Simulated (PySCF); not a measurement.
# C6H9Br: the cost of one run

Computed with PySCF 2.14.0 and routines of our own; the level stands in each step. Atoms count from 0.

### 1 The starting structure

16 atoms, charge 0, multiplicity 1; geometry from: GFN2-xTB.

### 2 Magnetic properties: GIAO HF/pcSseg-1

The job: settings as JSON, then the geometry in Å.

```
{"job": {"kind": "mag", "xc": "HF", "basis": "pcSseg-1", "isotopologues": 2}, "charge": 0, "multiplicity": 1}
C      2.157197     0.084484    -0.646759
C      0.889553     0.003738    -0.280537
C     -0.227412    -0.644755    -1.056337
C     -1.502107    -0.225673    -0.319897
C     -1.041739    -0.088918     1.130326
C      0.331333     0.549753     0.998110
Br     0.142529     2.526381     0.839339
H      2.897928     0.569406    -0.033258
H      2.499537    -0.322887    -1.582145
H     -0.223860    -0.341243    -2.102606
H     -0.105502    -1.730936    -1.022224
H     -2.311770    -0.943737    -0.435430
H     -1.844644     0.743141    -0.688127
H     -0.922462    -1.077226     1.582639
H     -1.727638     0.492952     1.744078
H      0.981459     0.414464     1.861418
```

Method: GIAO HF/pcSseg-1 magnetisability, rotational g tensor and spin-rotation constants, non-relativistic, gas phase.

On the command line:

```
OMP_NUM_THREADS=1 python excited_run.py task.json out
```

One launch serves the whole session: the jobs run in the order shown.

Q: Estimate the wall time and peak memory of this first job on 1 thread of Arm Neoverse V2, shared host.

About 23 s, with a peak of 0.83 GiB.
